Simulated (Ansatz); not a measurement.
# ClH₆N₃Sn: a ladder of functionals and wavefunction methods

How much do the methods differ for ClH₆N₃Sn? The plan is to run it at one geometry with functionals of several rungs and with coupled cluster, and see how far each lands from CCSD(T) at the basis-set limit for the atomisation energy.

Program: Ansatz 0.2.0, Gaussian basis. Level of theory: functionals in def2-TZVPP, the program's frozen cores in correlated methods. These are calculated values, not measurements.

The runs, in order: LDA (SPW92), PBE-D4, revPBE-D4, BLYP-D4, r2SCAN-D4, B97M-V, PBE0-D4, B3LYP-D4, r2SCANh-D4, r2SCAN0-D4, HSE06-D4, BHLYP-D4, CAM-B3LYP-D4, LC-ωPBE, ωB97X-V, ωB97M-V, B2PLYP, PBE-QIDH; CCSD(T)/def2-SVP; CCSD(T)/def2-TZVPP; MP2/def2-QZVPP; extrapolation to the limit; RPA on PBE.

### Step 1. Structure used throughout

The geometry comes from an earlier relaxation with PBE0-D4 in a triple-zeta def2 set; it is a stationary point, not always the lowest conformer. Sn takes the def2 core potential; no spin-orbit term is included.

SMILES `[NH2][Sn]([NH2])([NH2])[Cl]`, 11 atoms, charge 0, spin multiplicity 1.

Atoms are counted from 1 here; the program's logs count them from 0.

Bond lengths: N1–Sn2 2.006 Å, N1–H6 1.013 Å, N1–H7 1.012 Å, Sn2–N3 2.006 Å, Sn2–N4 2.006 Å, Sn2–Cl5 2.355 Å, N3–H8 1.013 Å, N3–H9 1.012 Å, N4–H10 1.013 Å, N4–H11 1.012 Å. Angles: Sn2–N1–H6 112.0°, Sn2–N1–H7 113.6°, H6–N1–H7 108.2°, N1–Sn2–N3 109.1°, N1–Sn2–N4 109.2°, N1–Sn2–Cl5 109.8°, N3–Sn2–N4 109.2°, N3–Sn2–Cl5 109.8°, N4–Sn2–Cl5 109.7°, Sn2–N3–H8 112.0°, Sn2–N3–H9 113.6°, H8–N3–H9 108.2°, Sn2–N4–H10 112.0°, Sn2–N4–H11 113.6°, H10–N4–H11 108.2°.

### Step 2. LDA

This LDA is Slater exchange with PW92 correlation.

Contents of in.yaml:

```yaml
crystal:
  periodic: [false, false, false]
  atoms:
    - {symbol: N, position_ang: [-1.645319, 0.994035, -0.146541]}
    - {symbol: Sn, position_ang: [0.174974, 0.173227, 0.041417]}
    - {symbol: N, position_ang: [0.162130, -1.108104, 1.584289]}
    - {symbol: N, position_ang: [0.625296, -0.823266, -1.639967]}
    - {symbol: Cl, position_ang: [1.775014, 1.859060, 0.418089]}
    - {symbol: H, position_ang: [-1.955016, 1.013283, -1.110375]}
    - {symbol: H, position_ang: [-1.706936, 1.933491, 0.224311]}
    - {symbol: H, position_ang: [-0.642267, -0.972256, 2.184021]}
    - {symbol: H, position_ang: [0.995181, -1.062216, 2.156803]}
    - {symbol: H, position_ang: [1.015983, -1.737119, -1.446276]}
    - {symbol: H, position_ang: [1.266459, -0.327035, -2.245472]}
basis:
  gaussian: {orbitals: def2-TZVPP}
hamiltonian: {xc: lda}
output: {orbitals: {seedname: orbitals}}
```

The run is started by

```bash
ansatz run in.yaml --threads 4 --pin off --events-out ev --progress --plain --max-ram 11315MiB
```

Further steps of the session: PBE-D4 (GGA); revPBE-D4 (GGA); BLYP-D4 (GGA); r2SCAN-D4 (meta-GGA); B97M-V (meta-GGA); PBE0-D4 (hybrid); B3LYP-D4 (hybrid); r2SCANh-D4 (hybrid); r2SCAN0-D4 (hybrid); HSE06-D4 (hybrid); BHLYP-D4 (hybrid); CAM-B3LYP-D4 (range-separated); LC-ωPBE (range-separated); ωB97X-V (range-separated); ωB97M-V (range-separated); B2PLYP (double hybrid); PBE-QIDH (double hybrid); CCSD(T) in def2-SVP; CCSD(T) in def2-TZVPP; MP2 in def2-QZVPP; RPA on PBE orbitals.

Q: Predict the results of all the runs planned. Wanted: atomisation energy, CCSD(T)/CBS; farthest beyond LDA; mean size of error, GGA; mean size of error, meta-GGA; mean size of error, hybrid; mean size of error, range-separated; mean size of error, double hybrid; gap, smallest and largest; T1 diagnostic.

**Answer**, as computed:

| quantity | value |
| --- | --- |
| atomisation energy, CCSD(T)/CBS | 3505.4 kJ/mol |
| functionals within 35.1 kJ/mol (1.0 %) | BLYP-D4, B97M-V, B3LYP-D4, CAM-B3LYP-D4, ωB97X-V, ωB97M-V |
| farthest beyond LDA | BHLYP-D4 (-166.0 kJ/mol) |
| mean size of error, GGA | 37.5 kJ/mol |
| mean size of error, meta-GGA | 37.8 kJ/mol |
| mean size of error, hybrid | 86.8 kJ/mol |
| mean size of error, range-separated | 21.7 kJ/mol |
| mean size of error, double hybrid | 87.6 kJ/mol |
| gap, smallest and largest | 4.38 eV (BLYP-D4), 11.93 eV (LC-ωPBE) |
| T1 diagnostic | 0.0119 |
| triples share of the correlation energy | 3.7 % |

What this shows: The LDA atomisation energy is off by 529.8 kJ/mol (15 %): it overbinds. PBE-D4 is off by +51.0 kJ/mol. Double hybrids carry the basis error of their MP2 part in triple zeta, and no dispersion term here, so their miss is partly the set-up's. By mean error the best rung here is range-separated (21.7 kJ/mol) and the worst beyond LDA is double hybrid (87.6 kJ/mol). hybrid functionals lie within the reference's doubt of that worst mean (86.8 kJ/mol), so those two tie. The gap between the best rungs is small, so their order is not settled. The reference freezes the cores and leaves out spin-orbit coupling and excitations past (T), and its outer-core shells are covered unevenly, so misses under about 35.1 kJ/mol can't be ranked. All levels share the lack of spin-orbit coupling, which lowers the free heavy atoms and so the true binding. Hartree-Fock recovers 63 % of the binding; the rest is correlation. CCSD(T) in def2-SVP is off by -385.3 kJ/mol, worse than the median functional, from the basis alone. Orbital gaps span 4.4 to 11.9 eV; exact exchange widens them. Correlated methods include outer-core shells of Sn, which these sets cover unevenly.
